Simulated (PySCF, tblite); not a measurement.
# C₆H₁₀OSi: a rotation path, then NMR shifts on frames

How do NMR shifts of C₆H₁₀OSi (`C=CC(=C)C(=C)O[SiH3]`) change as the atoms move?

The runs use tblite 0.8.0 and PySCF 2.14.0, with density-fitted response routines of our own; the level of theory stands in each step. All values are computed, except where a source is named. Atoms count from 0, in the outputs and in this text.

### Step 1. The starting structure

18 atoms, charge 0, multiplicity 1; geometry from: GFN2-xTB.

Bonds of the start (Å): C0–C1 1.33, C1–C2 1.46, C2–C3 1.34, C2–C4 1.48, C4–C5 1.33, C4–O6 1.35, O6–Si7 1.62, C0–H8 1.08, C0–H9 1.08, C1–H10 1.08, C3–H11 1.08, C3–H12 1.08, C5–H13 1.08, C5–H14 1.07, Si7–H15 1.45, Si7–H16 1.46, Si7–H17 1.46.

### Step 2. A band between two rotamers with GFN2-xTB

Job settings and geometry (Å):

```
{"job": {"kind": "neb", "xc": "GFN2-xTB", "basis": "xTB", "atoms": [2, 4, 6, 7], "turn": 180}, "charge": 0, "multiplicity": 1}
C     -2.318045     0.536380    -1.624139
C     -2.195872    -0.162694    -0.503444
C     -0.938292    -0.544945     0.133190
C     -0.886146    -1.596238     0.956530
C      0.292886     0.229211    -0.140736
C      0.308335     1.553198    -0.263372
O      1.405887    -0.536325    -0.195266
Si     2.991995    -0.215915    -0.325263
H     -1.462854     0.911087    -2.160157
H     -3.284078     0.746924    -2.050610
H     -3.081706    -0.552177    -0.017584
H      0.037473    -1.906474     1.413518
H     -1.762967    -2.178995     1.182600
H      1.228638     2.084885    -0.427797
H     -0.594068     2.128674    -0.181755
H      3.504048    -1.576363    -0.290234
H      3.293819     0.479643    -1.578087
H      3.452188     0.606439     0.796190
```

Method: GFN2-xTB climbing-image nudged elastic band, gas phase.

Run with:

```sh
> OMP_NUM_THREADS=1 python probes_run.py task.json out
```

This one command runs all jobs of the session in turn.

Standard output:

```text
image   E - E0 / eV
  0       0.0000
  1       0.0156
  2       0.0377
  3       0.0621
  4       0.1019
  5       0.1114
  6       0.0872
  7       0.0699
  8       0.0307
```

It took 8.9 s on 1 thread of Intel Xeon Platinum 8488C, shared host; peak memory 0.19 GiB.

The final band, with the dihedral C2–C4–O6–Si7:

| image | dihedral (°) | energy (eV) | energy (kcal/mol) |
| --- | --- | --- | --- |
| 0 | -174 | 0.000 | 0.0 |
| 1 | -153 | 0.016 | 0.4 |
| 2 | -130 | 0.038 | 0.9 |
| 3 | -108 | 0.062 | 1.4 |
| 4 | -91 | 0.102 | 2.3 |
| 5 | -71 | 0.111 | 2.6 |
| 6 | -38 | 0.087 | 2.0 |
| 7 | 9 | 0.070 | 1.6 |
| 8 | 6 | 0.031 | 0.7 |

### Step 3. Nuclear shieldings: image 0, PBE0/pcSseg-1

Job settings and geometry (Å):

```
{"job": {"kind": "nmr", "xc": "PBE0", "basis": "pcSseg-1", "pop": false}, "charge": 0, "multiplicity": 1}
C     -2.318000     0.536400    -1.624100
C     -2.195900    -0.162700    -0.503400
C     -0.938300    -0.544900     0.133200
C     -0.886100    -1.596200     0.956500
C      0.292900     0.229200    -0.140700
C      0.308300     1.553200    -0.263400
O      1.405900    -0.536300    -0.195300
Si     2.992000    -0.215900    -0.325300
H     -1.462900     0.911100    -2.160200
H     -3.284100     0.746900    -2.050600
H     -3.081700    -0.552200    -0.017600
H      0.037500    -1.906500     1.413500
H     -1.763000    -2.179000     1.182600
H      1.228600     2.084900    -0.427800
H     -0.594100     2.128700    -0.181800
H      3.504000    -1.576400    -0.290200
H      3.293800     0.479600    -1.578100
H      3.452200     0.606400     0.796200
```

Level: GIAO PBE0/pcSseg-1 NMR shielding, non-relativistic, gas phase.

Standard output:

```text
coarse grid: 15432 points
cycle   1  E = -598.6338635817  dE =  1.084e+00  |g| = 6.763e-01  |ddm| = 3.930e+00
cycle   2  E = -598.5646029219  dE =  6.926e-02  |g| = 9.287e-01  |ddm| = 1.367e+00
cycle   3  E = -598.7213762881  dE = -1.568e-01  |g| = 1.348e-01  |ddm| = 9.036e-01
cycle   4  E = -598.7247335625  dE = -3.357e-03  |g| = 4.320e-02  |ddm| = 1.391e-01
cycle   5  E = -598.7250893175  dE = -3.558e-04  |g| = 2.151e-02  |ddm| = 5.337e-02
cycle   6  E = -598.7252120167  dE = -1.227e-04  |g| = 3.126e-03  |ddm| = 2.265e-02
cycle   7  E = -598.7252138513  dE = -1.835e-06  |g| = 1.718e-03  |ddm| = 4.237e-03
final grid: 144104 points
cycle   8  E = -598.7844364156  dE = -3.559e-05  |g| = 1.061e-02  |ddm| = 3.568e-02
cycle   9  E = -598.7844116663  dE =  2.475e-05  |g| = 1.544e-02  |ddm| = 2.151e-02
cycle  10  E = -598.7844602338  dE = -4.857e-05  |g| = 1.991e-03  |ddm| = 1.356e-02
cycle  11  E = -598.7844611460  dE = -9.122e-07  |g| = 2.505e-04  |ddm| = 1.888e-03
cycle  12  E = -598.7844611552  dE = -9.227e-09  |g| = 1.520e-04  |ddm| = 3.249e-04
cycle  13  E = -598.7844611608  dE = -5.634e-09  |g| = 4.079e-05  |ddm| = 1.592e-04
cycle  14  E = -598.7844611612  dE = -3.974e-10  |g| = 1.687e-05  |ddm| = 5.549e-05
converged SCF energy = -598.7844611612

GIAO shielding tensors (ppm)
atom      isotropic    diamagn.    paramagn.     s11        s22        s33       span
  0 C       60.607     256.504    -195.896    -50.665     62.561    169.926    220.592
  1 C       41.398     252.210    -210.811    -74.654     52.088    146.761    221.416
  2 C       34.557     260.004    -225.447    -75.557     36.349    142.878    218.435
  3 C       62.801     252.534    -189.733    -37.395     63.858    161.942    199.337
  4 C       22.740     252.012    -229.272    -91.038     54.578    104.681    195.720
  5 C       90.584     260.158    -169.574      1.472    104.535    165.745    164.273
  6 O      233.801     401.165    -167.365    147.599    244.975    308.828    161.229
  7 Si     394.172     880.934    -486.762    356.593    358.375    467.548    110.955
  8 H       25.686      33.128      -7.443     22.481     24.613     29.963      7.482
  9 H       26.065      27.839      -1.774     23.845     25.622     28.729      4.884
 10 H       24.937      30.504      -5.567     23.255     23.384     28.172      4.918
 11 H       25.948      32.585      -6.637     22.391     24.896     30.557      8.166
 12 H       26.198      30.819      -4.622     23.681     25.469     29.443      5.761
 13 H       27.200      33.167      -5.966     24.268     26.097     31.236      6.968
 14 H       26.951      33.961      -7.010     24.116     26.633     30.105      5.989
 15 H       26.782      29.609      -2.827     22.915     25.572     31.860      8.946
 16 H       26.632      29.636      -3.004     23.483     25.019     31.393      7.910
 17 H       26.633      29.830      -3.197     23.833     24.702     31.365      7.532
```

It took 53 s on 1 thread of Intel Xeon Platinum 8488C, shared host; peak memory 1 GiB.

Shifts follow as δ = σ(reference) − σ, with reference shieldings (ppm) from runs at the same level and on the same kind of geometry: 1H TMS 31.72, 13C TMS 186.9, 29Si TMS 349.2, 17O H2O 336.1. The references are single molecules in the gas phase, so shifts against H2O, NH3, PH3, H3PO4 or CFCl3 are not on the usual liquid scales and can be off by tens of ppm. Each atom is listed at this fixed geometry, with no averaging over motion; a spectrum would average atoms that exchange fast.

```csv
atoms,environment,σ (ppm),δ (ppm)
C4,alkene carbon bearing oxygen,22.7,164.2
C2,fully substituted alkene carbon,34.6,152.4
C1,alkene CH,41.4,145.5
C0,terminal =CH2 carbon,60.6,126.3
C3,terminal =CH2 carbon,62.8,124.1
C5,β carbon of an enol-ether or enamine type C=C,90.6,96.3
H10,hydrogen on an alkene CH,24.94,6.78
H8,hydrogen on a terminal =CH2 carbon,25.69,6.03
H11,hydrogen on a terminal =CH2 carbon,25.95,5.77
H9,hydrogen on a terminal =CH2 carbon,26.07,5.65
H12,hydrogen on a terminal =CH2 carbon,26.20,5.52
H16,hydrogen on a silicon bonded to O,26.63,5.09
H17,hydrogen on a silicon bonded to O,26.63,5.08
H15,hydrogen on a silicon bonded to O,26.78,4.93
H14,hydrogen on a β carbon of an enol-ether or enamine type C=C,26.95,4.77
H13,hydrogen on a β carbon of an enol-ether or enamine type C=C,27.20,4.52
O6,"oxygen bonded to C, Si",233.8,102.3
Si7,"silicon bonded to O, 3 H",394.2,-45.0
```

The fields below are evaluated on a grid from the run's orbitals.

Frontier orbitals at PBE0/pcSseg-1, with the share of their density that lies nearest to each atom:

| orbital | energy (eV) | lies on |
| --- | --- | --- |
| HOMO | -6.45 | C3, C5 about 21 % each; C0, C2, C4 about 10 % each |
| LUMO | -0.94 | C3 24 %; C0, C2 about 15 % each; C1 8 % |

ELF in a plane through or near 7 of the atoms.

Values, 10 rows by 14 columns:
```
0.00 0.00 0.00 0.00 0.00 0.00 0.00 0.00 0.00 0.00 0.00 0.00 0.00 0.00
0.00 0.00 0.00 0.00 0.00 0.00 0.00 0.01 0.04 0.08 0.00 0.00 0.00 0.00
0.00 0.00 0.00 0.00 0.00 0.03 0.98 0.70 0.93 1.00 0.15 0.00 0.00 0.00
0.00 0.00 0.04 0.14 0.01 0.05 0.38 0.47 0.31 0.39 0.03 0.11 0.00 0.00
0.00 0.01 0.16 0.36 0.29 0.85 0.43 0.59 0.35 0.59 1.00 0.98 0.00 0.00
0.00 0.01 0.51 0.22 0.11 0.62 0.29 0.67 0.40 0.34 0.50 0.04 0.00 0.00
0.00 0.00 0.04 0.37 0.14 0.11 0.58 0.64 0.04 0.61 0.62 0.67 0.01 0.00
0.00 0.00 0.00 0.04 0.00 0.42 0.34 0.20 0.01 0.11 0.10 0.08 0.00 0.00
0.00 0.00 0.00 0.00 0.00 0.00 0.00 0.00 0.00 0.00 0.00 0.00 0.00 0.00
0.00 0.00 0.00 0.00 0.00 0.00 0.00 0.00 0.00 0.00 0.00 0.00 0.00 0.00
```
The map spans 12.3 Å across and 10.6 Å up, centred on the molecule. Atoms in the plane (x, y in Å): C1 (2.2, 0.1), C2 (0.9, 0.7), C3 (0.8, 2.1), C4 (-0.3, -0.1), H10 (3.0, 0.8), H11 (-0.2, 2.5), H12 (1.6, 2.7).

On the surface of density 0.002 e/bohr³ the electrostatic potential runs, from the 1st to the 99th percentile, from -0.98 V near O6 to 1.24 V near H16.

### Step 4. Nuclear shieldings: image 2, PBE0/pcSseg-1

Job settings and geometry (Å):

```
{"job": {"kind": "nmr", "xc": "PBE0", "basis": "pcSseg-1", "pop": false}, "charge": 0, "multiplicity": 1}
C     -2.491800     0.488800    -1.542700
C     -2.205700    -0.140600    -0.410300
C     -0.866900    -0.474300     0.068100
C     -0.687400    -1.472500     0.939100
C      0.305700     0.290700    -0.409100
C      0.291300     1.603300    -0.621500
O      1.419600    -0.462400    -0.574000
Si     2.966500    -0.333700    -0.109800
H     -1.724600     0.835300    -2.213600
H     -3.510500     0.666200    -1.843300
H     -3.009800    -0.507600     0.215200
H      0.294000    -1.749000     1.283400
H     -1.515500    -2.046400     1.318600
H      1.181400     2.123400    -0.927300
H     -0.601700     2.181300    -0.480900
H      3.483500    -1.559800    -0.695800
H      3.623600     0.868700    -0.626100
H      3.039800    -0.305000     1.353500
```

With the program's defaults for keys left out, this is: GIAO PBE0/pcSseg-1 NMR shielding, non-relativistic, gas phase.

Standard output:

```text
coarse grid: 15432 points
cycle   1  E = -598.6304889107  dE =  1.083e+00  |g| = 6.823e-01  |ddm| = 3.926e+00
cycle   2  E = -598.5595342774  dE =  7.095e-02  |g| = 9.379e-01  |ddm| = 1.316e+00
cycle   3  E = -598.7195073305  dE = -1.600e-01  |g| = 1.306e-01  |ddm| = 8.647e-01
cycle   4  E = -598.7226456125  dE = -3.138e-03  |g| = 4.173e-02  |ddm| = 1.343e-01
cycle   5  E = -598.7229692533  dE = -3.236e-04  |g| = 2.123e-02  |ddm| = 5.066e-02
cycle   6  E = -598.7230874972  dE = -1.182e-04  |g| = 3.137e-03  |ddm| = 2.200e-02
cycle   7  E = -598.7230893436  dE = -1.846e-06  |g| = 1.700e-03  |ddm| = 4.261e-03
final grid: 144104 points
cycle   8  E = -598.7820696335  dE = -3.555e-05  |g| = 1.059e-02  |ddm| = 3.526e-02
cycle   9  E = -598.7820460095  dE =  2.362e-05  |g| = 1.520e-02  |ddm| = 2.163e-02
cycle  10  E = -598.7820936622  dE = -4.765e-05  |g| = 1.968e-03  |ddm| = 1.348e-02
cycle  11  E = -598.7820945540  dE = -8.918e-07  |g| = 2.241e-04  |ddm| = 1.770e-03
cycle  12  E = -598.7820945618  dE = -7.834e-09  |g| = 1.291e-04  |ddm| = 2.839e-04
cycle  13  E = -598.7820945656  dE = -3.801e-09  |g| = 2.765e-05  |ddm| = 1.152e-04
cycle  14  E = -598.7820945658  dE = -1.594e-10  |g| = 1.272e-05  |ddm| = 4.238e-05
converged SCF energy = -598.7820945658

GIAO shielding tensors (ppm)
atom      isotropic    diamagn.    paramagn.     s11        s22        s33       span
  0 C       60.237     256.046    -195.809    -51.318     62.008    170.021    221.339
  1 C       41.820     251.993    -210.174    -74.252     52.869    146.842    221.095
  2 C       34.297     259.888    -225.591    -75.788     35.475    143.204    218.992
  3 C       63.885     253.644    -189.759    -36.298     66.208    161.746    198.045
  4 C       23.561     252.190    -228.629    -91.123     58.559    103.246    194.369
  5 C       86.618     259.074    -172.457    -11.346    103.357    167.842    179.189
  6 O      244.744     401.903    -157.159    170.013    247.087    317.131    147.118
  7 Si     390.922     880.985    -490.063    349.424    358.562    464.778    115.354
  8 H       25.687      32.749      -7.062     22.439     24.603     30.019      7.581
  9 H       26.047      27.661      -1.614     23.761     25.602     28.779      5.019
 10 H       24.957      30.639      -5.682     23.242     23.381     28.249      5.007
 11 H       26.091      33.270      -7.179     22.978     24.937     30.359      7.381
 12 H       26.233      31.197      -4.964     23.886     25.397     29.416      5.529
 13 H       26.813      32.676      -5.863     23.724     25.903     30.813      7.089
 14 H       26.793      33.941      -7.148     23.814     26.311     30.256      6.442
 15 H       26.707      29.582      -2.875     23.253     25.088     31.779      8.526
 16 H       26.422      29.610      -3.187     22.855     25.270     31.142      8.287
 17 H       26.670      30.244      -3.575     23.118     25.493     31.398      8.280
```

Wall time 40 s (1 thread of Intel Xeon Platinum 8488C, shared host); peak memory 0.92 GiB.

This run: δ C4 163.4, C2 152.6, C1 145.1, C0 126.7, H10 6.76, H8 6.03 ppm.

(Part 1 of 2 ends here.)
